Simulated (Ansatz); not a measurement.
# LiPb: an axial (c/a) deformation path

The task here is to estimate one member of a computed series from the others.

Program: Ansatz 0.2.0. Level of theory: DFT PBEsol, scalar-relativistic, plane waves, PAW. These are calculated values, not measurements.

### Starting point

Symmetry: R-3m, No. 166, trigonal system. The conventional cell has a = 4.987 Å, b = 4.987 Å, c = 6.188 Å, α = 90.00°, β = 90.00°, γ = 120.00°. Around Li (site symmetry -3m) lie 8 Pb at 3.06 to 3.09 Å. Pb (site symmetry -3m) is surrounded by 8 Li at 3.06 to 3.09 Å.

Structure file:

```
CELL_PARAMETERS angstrom
2.49350 1.43962 2.06267
-2.49350 1.43962 2.06267
0.00000 -2.87925 2.06267
ATOMIC_POSITIONS crystal
Li 0.50000 0.50000 0.50000
Pb 0.00000 0.00000 0.00000
```

No relaxation comes first: the listed cell is the starting point.

The first run:

The input, input.yaml:

```yaml
crystal:
  lattice:
    - [2.4935002839, 1.4396230601, 2.06267]
    - [-2.4935002839, 1.4396230601, 2.06267]
    - [0.0, -2.8792461203, 2.06267]
  atoms:
    - { symbol: Li, position: [0.5, 0.5, 0.5] }
    - { symbol: Pb, position: [0.0, 0.0, 0.0] }
basis:
  ecutwfc: 420
kpoints:
  mp_grid: { grid: [15, 15, 15] }
hamiltonian:
  xc: pbesol
scf:
  occupations: { method: gaussian, width: 0.15 }
output:
  forces: true
  stress: true
  eigenvalues: true
```

Steps of the session up to this table: Zero of the scan; Point ρ = 0.850; At ρ = 1.200; Point ρ = 0.920; At ρ = 1.100; ρ = 0.960; Point ρ = 1.050; Point ρ = 0.800; At ρ = 1.300.

One of the session's tables, all rows but one given; the rest of the session is left out.

It belongs to the step «The scan collected». Collected from the runs (energy zero: the undisturbed cell):

```
    ρ  ΔE (meV/atom)  pressure (GPa)
0.800           95.8             0.4
0.850           42.7            -0.3
0.920              ?               ?
0.960            1.0            -0.9
1.000            0.0            -0.9
1.050            5.1            -0.8
1.100           15.1            -0.7
1.200           46.5            -0.5
1.300           88.0            -0.2
```

Estimate the missing values for ρ = 0.920.

Worked estimate for «ΔE (meV/atom)». A straight line through the neighbours (0.850, 42.7) and (0.960, 1.0) gives 42.7 + (1.0 − 42.7) × (0.920 − 0.850) / (0.960 − 0.850) = 16.2; a parabola fitted to 4 rows on both sides gives 5.5.

**Answer.** ΔE (meV/atom): 8.0; pressure (GPa): -0.8. In «ΔE (meV/atom)» the line misses by +8.2 and the parabola by -2.5.
